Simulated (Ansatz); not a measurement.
Runs of Ansatz 0.2.0 on SiTe. It takes space group P6/mmm (No. 191, hexagonal). Conventional cell: a = 3.714 Å, b = 3.714 Å, c = 4.976 Å, α = 90.00°, β = 90.00°, γ = 120.00°. Si (site symmetry 6/mmm) is surrounded by 2 Te at 2.49 Å. Around Te (site symmetry 6/mmm) lie 2 Si at 2.49 Å. The cell was built by a generator and needn't be a form met in nature.

```tsv
task	level	cell	cutoff (eV)	points for each segment of the path	gap on the mesh (eV)	pressure (GPa)	relaxed volume (Å³/atom)
single point	r2SCAN0	as given	500	-	none	-1.1	-
band structure	HSEsol	as given	420	4	none	-0.6	-
relaxation of cell and atoms	HSE03	relaxed	420	-	none	0.0	(a)
relaxation of cell and atoms	PBEsol0	relaxed	420	-	none	0.0	23.57
single point	PBEsol0	as given	420	-	none	(b)	-
```

Alike in all rows: potentials or basis Ansatz PAW; no spin polarisation; k mesh 4 × 4 × 3; smearing fermi-dirac 0.05 eV; the mesh is coarse, so values aren't converged.

Task: Estimate the missing entries.

Result: (a) 24.23; (b) -0.4.

Caveats: all runs use coarse meshes; the PAW data sets come from PBE, with cores solved anew for the run's functional, which leaves a small shift of forces and pressure; the thresholds are loose for stress (some runs); the volume moved by over 15 % at a fixed basis, so the end points are rough (some runs); the plane-wave basis is chosen anew once the cell has moved, so the energies of steps on either side of that aren't comparable (some runs); spin-orbit coupling is left out, which moves the levels of the heavy elements (some runs).

A k mesh can miss the band edges, and the runs leave out spin-orbit coupling on Te.

A gap of «none» marks a metal or a gap under the smearing width.
